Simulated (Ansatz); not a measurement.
What does this script print? It uses Ansatz's Python interface.

Script `run_pipeline.py`:
```python
'''From the given cell of Sc3In to a relaxed cell, its gap and its density of states.'''

import warnings

import ansatz
from ase import Atoms
import numpy as np

FUNCTIONAL = 'r2scan'
SMEARING = 'fermi_dirac'
SIGMA = 0.01
MIXING_BETA = 0.3
SCF_TOL = 1e-07


def count_gap(report):
    # lowest empty less highest filled band, counting bands; zero where they overlap
    return max(report.get('gap_by_band_count_ev') or 0.0, 0.0)


def configured(crystal, spacing):
    return (
        crystal.calculation()
        .functional(FUNCTIONAL)
        .occupations(SMEARING, width=SIGMA)
        .mixing('msr1', beta=MIXING_BETA)
        .scf(tolerance=SCF_TOL, lower_state_search='light')
        .kpoints(spacing=spacing)
    )

warnings.simplefilter('ignore', ansatz.DeckWarning)

atoms = Atoms(
    ['Sc', 'Sc', 'Sc', 'In'],
    scaled_positions=[
        (0.5, 0.5, 0.0),
        (0.5, 0.0, 0.5),
        (0.0, 0.5, 0.5),
        (0.0, 0.0, 0.0),
    ],
    cell=[
        (4.530409, 0.0, 0.0),
        (0.0, 4.530409, 0.0),
        (0.0, 0.0, 4.530409),
    ],
    pbc=True,
)
xtal = ansatz.Crystal.from_ase(atoms)

relaxed = configured(xtal, 0.3).relax(cell=True, force_tolerance=0.02, max_steps=40).checkpoint(write='relax.run', compress=False).run()
cell = np.asarray(relaxed.lattice.cell_ang)
print('relaxed edges (A):', np.linalg.norm(cell, axis=1).round(4), ' volume:', round(abs(np.linalg.det(cell)), 3), 'A^3')
for site in relaxed.lattice.sites:
    print(' ', site.symbol, np.round(site.position_frac, 4) + 0.0)

final = ansatz.Crystal.from_checkpoint('relax.run')
res = configured(final, 0.22).functional('r2scan').stress().band_table().density_of_states(energy_step=0.05).run()
data = res.report
dos = res.density_of_states()
print(f'pressure at the relaxed cell {np.trace(data["stress_gpa"]) / 3:.3f} GPa, gap by band count {count_gap(data):.3f} eV')
if count_gap(data) == 0:
    print('states/eV at the Fermi level:', round(float(np.interp(dos.fermi_ev, dos.energies_ev, dos.spin_summed_g_bin_mean_per_ev)), 3))
```

```console
$ python run_pipeline.py
relaxed edges (A): [4.5329 4.5329 4.5329]  volume: 93.139 A^3
  Sc [0.5 0.5 0. ]
  Sc [0.5 0.  0.5]
  Sc [0.  0.5 0.5]
  In [0. 0. 0.]
pressure at the relaxed cell -0.302 GPa, gap by band count 0.000 eV
states/eV at the Fermi level: 9.351
```

Notes:
- The settings weren't tested for convergence.
- Only differences from the Fermi energy are physical; the zero of the scale is a convention.
- The program warned that this SCF threshold is loose for forces or stresses.
- A gap by band count of zero or less means overlapping bands, a metal.
- This cell is a computed structure, which may not be the phase found in nature.
- Gaps and levels are Kohn-Sham values on a finite set of k-points, without spin-orbit coupling.
- Where the second run takes another functional or mesh than the relaxation, its pressure isn't zero; pressure is positive in compression.
- The computed bands are complete only to about 1.5 eV above the Fermi level; beyond that the density of states is undercounted.
- The script silences the warnings on its input, which a real study should read.
- Hardware and time: 25 s on 1 thread of Arm Neoverse V1, on a shared host, peak memory 0.68 GiB.
